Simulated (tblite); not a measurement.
# C6H11BN2O: the cost of one run

Programs: tblite 0.8.0 and PySCF 2.14.0, with density-fitted response routines of our own. Each step states its level of theory. These are calculated values for one molecule in the gas phase, unless marked as measured. Atoms count from 0, in the outputs and in this text.

**1. Starting geometry**

21 atoms, charge 0, multiplicity 1; geometry from: force field or distance geometry start.

Bonds of the start (Å): C0–C1 1.34, C1–C2 1.47, C2–C3 1.34, C3–C4 1.45, C4–O5 1.28, C1–C6 1.48, C6–B7 1.56, B7–N8 1.51, B7–N9 1.54, C0–H10 1.07, C0–H11 1.07, C2–H12 1.08, C3–H13 1.08, C4–H14 1.09, C6–H15 1.12, C6–H16 1.13, N8–H17 1.03, N8–H18 1.04, N9–H19 1.07, N9–H20 1.05.

**2. Optimising the geometry with GFN2-xTB**

Job settings and geometry (Å):

```
{"job": {"kind": "relax", "xc": "GFN2-xTB", "basis": "xTB"}, "charge": 0, "multiplicity": 1}
C      1.363900    -2.098400     0.348700
C      0.783800    -0.892100     0.382500
C      1.605400     0.215000    -0.114900
C      1.158600     1.475200    -0.145600
C      2.055600     2.484100    -0.661800
O      1.689400     3.709900    -0.717400
C     -0.582100    -0.713600     0.925500
B     -1.599500    -0.110800    -0.097800
N     -1.945500    -0.819400    -1.382900
N     -2.735700     0.739300     0.512100
H      2.351900    -2.141400    -0.057300
H      0.902300    -3.001200     0.680300
H      2.600400     0.018600    -0.492400
H      0.172500     1.695700     0.232600
H      3.052100     2.266300    -1.042600
H     -0.622700    -0.111900     1.868200
H     -0.968300    -1.729400     1.226700
H     -1.161900    -1.038800    -2.007300
H     -2.674100    -1.556400    -1.292900
H     -2.244900     1.504700     1.079000
H     -3.210200     0.121700     1.221200
```

The run is started by

```console
> OMP_NUM_THREADS=1 python probes_run.py task.json out
```

The driver reads the jobs from task.json and runs them one after another.

**Question.** How long does this first job take on 1 thread of Intel Xeon Platinum 8259CL at 2.50GHz, shared host, and how much memory does it need?

About 1.5 s, with a peak of 0.18 GiB.
